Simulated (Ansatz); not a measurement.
# BrClH2Zn: the cost of one run

Program: Ansatz 0.2.0, Gaussian basis. Level of theory: PBE0-D4/def2-SVP. These are calculated values, not measurements.

22 further runs of the same task are left out: 22 set aside as unsound or not needed.

### Step 1. Starting geometry

The first end: 5 atoms, charge 0, spin multiplicity 1.

Atoms are counted from 1 here; the program's logs count them from 0.

Bond lengths: Zn1–Br2 2.225 Å, Zn1–Cl3 2.092 Å, H4–H5 0.750 Å. Angles: Br2–Zn1–Cl3 176.2°.

Geometry (Å):

```xyz
5
BrClH2Zn
Zn   -0.6493   -0.7568   -0.3692
Br    0.8353   -1.4002   -1.8968
Cl   -2.1293   -0.2495    1.0198
H     1.2384    1.1142    0.3752
H     0.7049    1.2922    0.8710
```

The second end:

```
Zn   -0.71154    0.43994    0.86363
Br    0.77476   -0.92421   -1.38516
Cl   -2.39706   -0.81991    0.60936
H     1.97049   -0.15417   -1.32840
H     0.36335    1.45835    1.24057
```

### Step 2. The band at PBE0-D4/def2-SVP

neb/in.yaml

```yaml
crystal:
  periodic: [false, false, false]
  atoms:
    - {symbol: Zn, position_ang: [-0.649303, -0.756799, -0.369199]}
    - {symbol: Br, position_ang: [0.835305, -1.400174, -1.896837]}
    - {symbol: Cl, position_ang: [-2.129348, -0.249474, 1.019780]}
    - {symbol: H, position_ang: [1.238397, 1.114234, 0.375231]}
    - {symbol: H, position_ang: [0.704948, 1.292211, 0.871024]}
basis:
  gaussian: {orbitals: def2-SVP}
hamiltonian: {xc: pbe0, dispersion: d4}
neb:
  images: 5
  climbing: true
  max_iterations: 40
  initial_path: idpp
  final_atoms:
    - {symbol: Zn, position_ang: [-0.711545, 0.439942, 0.863633]}
    - {symbol: Br, position_ang: [0.774758, -0.924206, -1.385163]}
    - {symbol: Cl, position_ang: [-2.397059, -0.819911, 0.609361]}
    - {symbol: H, position_ang: [1.970493, -0.154171, -1.328401]}
    - {symbol: H, position_ang: [0.363353, 1.458346, 1.240570]}
```

On the command line:

```console
$ ansatz run in.yaml --threads 4 --pin off --events-out ev --progress --plain --max-ram 9574MiB
```

**Question.** How long does this run take on 4 threads of Arm Neoverse V2, shared host?

About 75 s.
